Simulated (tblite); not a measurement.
# C4H8OSeSi2: the cost of one run

Programs: tblite 0.8.0 and PySCF 2.14.0, with density-fitted response routines of our own. Each step states its level of theory. These are calculated values for one molecule in the gas phase, unless marked as measured. Atoms are numbered from 0 throughout.

## Step 1: The starting structure

16 atoms, charge 0, multiplicity 1; geometry from: force field or distance geometry start.

Bonds of the start (Å): C0–C1 1.22, C1–Si2 1.80, Si2–O3 1.74, O3–Si4 1.72, Si4–Se5 2.28, Se5–C6 1.92, C6–C7 1.33, C0–H8 1.06, Si2–H9 1.47, Si2–H10 1.47, Si4–H11 1.48, Si4–H12 1.48, C6–H13 1.08, C7–H14 1.09, C7–H15 1.09.

## Step 2: Geometry optimisation with GFN2-xTB

What the job is given:

```
{"job": {"kind": "relax", "xc": "GFN2-xTB", "basis": "xTB"}, "charge": 0, "multiplicity": 1}
C      3.586100    -1.540300    -0.080200
C      2.719600    -0.737100     0.212800
Si     1.447900     0.452500     0.679700
O      0.512600     0.850300    -0.730700
Si    -0.735000     1.909000    -0.195100
Se    -2.385300     0.748500     0.874700
C     -2.527300    -0.477600    -0.595800
C     -1.816000    -1.606000    -0.600800
H      4.331600    -2.239500    -0.343400
H      2.079100     1.666500     1.212000
H      0.579600    -0.149800     1.708200
H     -1.327300     2.550400    -1.384100
H     -0.210400     2.973400     0.681300
H     -3.194700    -0.250400    -1.415700
H     -1.916200    -2.291200    -1.436100
H     -1.151800    -1.849800     0.223800
```

The run is started by

```bash
$ OMP_NUM_THREADS=1 python probes_run.py task.json out
```

One launch serves the whole session: the jobs run in the order shown.

**Question.** How long does this first job take on 1 thread of Arm Neoverse N1, shared host, and how much memory does it need?

About 2.9 s, with a peak of 0.18 GiB.
